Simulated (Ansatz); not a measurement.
**CuHS: taking an electron away**

An exercise on one series of results from a longer session: the logs are not shown, and one member is left open.

Computed with Ansatz 0.2.0, Gaussian basis. Level: unrestricted cation, the program's frozen cores in correlated methods.

The runs, in order: UKS PBE-D4/def2-TZVPP; UKS r2SCAN-D4/def2-TZVPP; UKS PBE0-D4/def2-TZVPP; UKS B3LYP-D4/def2-TZVPP; UKS wB97X-V/def2-TZVPP; UKS wB97M-V/def2-TZVPP; UKS B2PLYP/def2-TZVPP; UHF-CCSD(T)/def2-TZVPP; UHF-MP2/def2-QZVPP; extrapolation to the limit; then −ε(HOMO) from the neutral's earlier runs with LDA (SPW92), PBE-D4, revPBE-D4, BLYP-D4, r2SCAN-D4, B97M-V, PBE0-D4, B3LYP-D4, r2SCANh-D4, r2SCAN0-D4, HSE06-D4, BHLYP-D4, CAM-B3LYP-D4, LC-ωPBE, ωB97X-V, ωB97M-V.

### The relaxed structure

All runs share one geometry, relaxed beforehand with PBE0-D4 in a triple-zeta def2 set.

SMILES `[SH][Cu]`, 3 atoms, charge 0, spin multiplicity 1.

Atoms are counted from 1 here; the program's logs count them from 0.

Bond lengths: S1–Cu2 2.117 Å, S1–H3 1.346 Å. Angles: Cu2–S1–H3 93.6°.

Set-up of the first run:

Contents of in.yaml:

```yaml
crystal:
  periodic: [false, false, false]
  atoms:
    - {symbol: S, position_ang: [-0.511943, 0.570502, -0.230251]}
    - {symbol: Cu, position_ang: [1.309461, 0.076512, 0.729643]}
    - {symbol: H, position_ang: [-0.808418, -0.711813, -0.512591]}
basis:
  gaussian: {orbitals: def2-TZVPP}
total_charge: 1
magnetization: {spin_polarized: true, initial_magnetization: 1}
hamiltonian: {xc: pbe, dispersion: d4}
```

Steps of the session up to this table: Cation, UKS PBE-D4/def2-TZVPP; Cation, UKS r2SCAN-D4/def2-TZVPP; Cation, UKS PBE0-D4/def2-TZVPP; Cation, UKS B3LYP-D4/def2-TZVPP; Cation, UKS wB97X-V/def2-TZVPP; Cation, UKS wB97M-V/def2-TZVPP; Cation, UKS B2PLYP (frozen core)/def2-TZVPP; Cation, UHF-CCSD(T)/def2-TZVPP; Cation, UHF-MP2/def2-QZVPP.

One of the session's tables, all rows but one given; the rest of the session is left out.

For comparison, −ε(HOMO) of the neutral from earlier runs:

```
  functional  −ε(HOMO) (eV)
 LDA (SPW92)           5.36
      PBE-D4           5.16
   revPBE-D4           5.09
     BLYP-D4           5.07
   r2SCAN-D4           5.31
      B97M-V           5.40
     PBE0-D4           6.30
    B3LYP-D4           6.13
  r2SCANh-D4              ?
  r2SCAN0-D4           6.41
    HSE06-D4           5.89
    BHLYP-D4           7.28
CAM-B3LYP-D4           7.62
     LC-ωPBE           8.87
     ωB97X-V           8.55
     ωB97M-V           8.45
```

**Question.** Estimate the row for r2SCANh-D4.

Worked estimate for «−ε(HOMO) (eV)». Against the share of exact exchange, r2SCAN-D4 (0, 5.31), r2SCAN0-D4 (0.25, 6.41) give a slope of 4.40 per unit share; at 0.1 the line stands at 5.75.

**Answer.** −ε(HOMO) (eV): 5.76. In «−ε(HOMO) (eV)» the line misses by -0.01.
